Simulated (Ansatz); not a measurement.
# CH₄FOSi radical: one species, many methods

An exercise on one series of results from a longer session: the logs are not shown, and one member is left open.

Program: Ansatz 0.2.0, Gaussian basis. Level of theory: functionals in def2-TZVPP, the program's frozen cores in correlated methods. These are calculated values, not measurements.

Plan: LDA (SPW92), PBE-D4, revPBE-D4, BLYP-D4, r2SCAN-D4, B97M-V, PBE0-D4, B3LYP-D4, r2SCANh-D4, r2SCAN0-D4, HSE06-D4, BHLYP-D4, CAM-B3LYP-D4, LC-ωPBE, ωB97X-V, ωB97M-V, B2PLYP, PBE-QIDH; CCSD(T)/def2-SVP; CCSD(T)/def2-TZVPP; MP2/def2-QZVPP; extrapolation to the limit; RPA on PBE.

### Structure used throughout

All runs share one geometry, relaxed beforehand with PBE0-D4 in a triple-zeta def2 set.

SMILES `C[Si](O)F`, 8 atoms, charge 0, spin multiplicity 2.

Atoms are counted from 1 here; the program's logs count them from 0.

Bond lengths: C1–Si2 1.860 Å, C1–H5 1.094 Å, C1–H6 1.091 Å, C1–H7 1.091 Å, Si2–O3 1.643 Å, Si2–F4 1.609 Å, O3–H8 0.959 Å. Angles: Si2–C1–H5 108.9°, Si2–C1–H6 110.4°, Si2–C1–H7 110.8°, H5–C1–H6 108.8°, H5–C1–H7 108.9°, H6–C1–H7 108.9°, C1–Si2–O3 106.6°, C1–Si2–F4 108.5°, O3–Si2–F4 109.2°, Si2–O3–H8 118.3°.

Set-up of the first run:

The input, in.yaml:

```yaml
crystal:
  periodic: [false, false, false]
  atoms:
    - {symbol: C, position_ang: [-0.718080, 0.882669, -0.033695]}
    - {symbol: Si, position_ang: [-0.072865, -0.861223, 0.005739]}
    - {symbol: O, position_ang: [1.383775, -0.805129, 0.762813]}
    - {symbol: F, position_ang: [0.137212, -1.363562, -1.508532]}
    - {symbol: H, position_ang: [0.010059, 1.518574, -0.546390]}
    - {symbol: H, position_ang: [-0.861716, 1.258881, 0.980412]}
    - {symbol: H, position_ang: [-1.668477, 0.931950, -0.567055]}
    - {symbol: H, position_ang: [1.882291, -1.619161, 0.850910]}
basis:
  gaussian: {orbitals: def2-TZVPP}
magnetization: {spin_polarized: true, initial_magnetization: 1}
hamiltonian: {xc: lda}
output: {orbitals: {seedname: orbitals}}
```

On the command line:

```
ansatz run in.yaml --threads 4 --pin off --events-out ev --progress --plain --max-ram 10444MiB
```

Steps of the session up to this table: LDA; PBE-D4 (GGA); revPBE-D4 (GGA); BLYP-D4 (GGA); r2SCAN-D4 (meta-GGA); B97M-V (meta-GGA); PBE0-D4 (hybrid); B3LYP-D4 (hybrid); r2SCANh-D4 (hybrid); r2SCAN0-D4 (hybrid); HSE06-D4 (hybrid); BHLYP-D4 (hybrid); CAM-B3LYP-D4 (range-separated); LC-ωPBE (range-separated); ωB97X-V (range-separated); ωB97M-V (range-separated); B2PLYP (double hybrid); PBE-QIDH (double hybrid).

One of the session's tables, all rows but one given; the rest of the session is left out.

It belongs to the step «Orbital energies across the functionals». 

```
  functional  HOMO (eV)  LUMO (eV)  gap (eV)
 LDA (SPW92)      -4.65      -3.32      1.33
      PBE-D4      -4.66      -2.85      1.81
   revPBE-D4      -4.64      -2.69      1.95
     BLYP-D4      -4.49      -2.95      1.54
   r2SCAN-D4      -5.03      -2.35      2.69
      B97M-V      -4.68      -3.08      1.60
     PBE0-D4          ?          ?         ?
    B3LYP-D4      -5.66      -2.39      3.27
  r2SCANh-D4      -5.50      -2.05      3.44
  r2SCAN0-D4      -6.19      -1.63      4.56
    HSE06-D4      -5.52      -2.30      3.22
    BHLYP-D4      -7.04      -1.21      5.84
CAM-B3LYP-D4      -7.22      -1.12      6.10
     LC-ωPBE      -8.65       0.42      9.07
     ωB97X-V      -8.13      -0.20      7.92
     ωB97M-V      -7.71      -0.37      7.34
```

Estimate the missing values for PBE0-D4.

The run gave: HOMO (eV): -5.93; LUMO (eV): -1.92; gap (eV): 4.01. In the column «HOMO (eV)» it lies between r2SCAN0-D4 (-6.19) and B3LYP-D4 (-5.66).
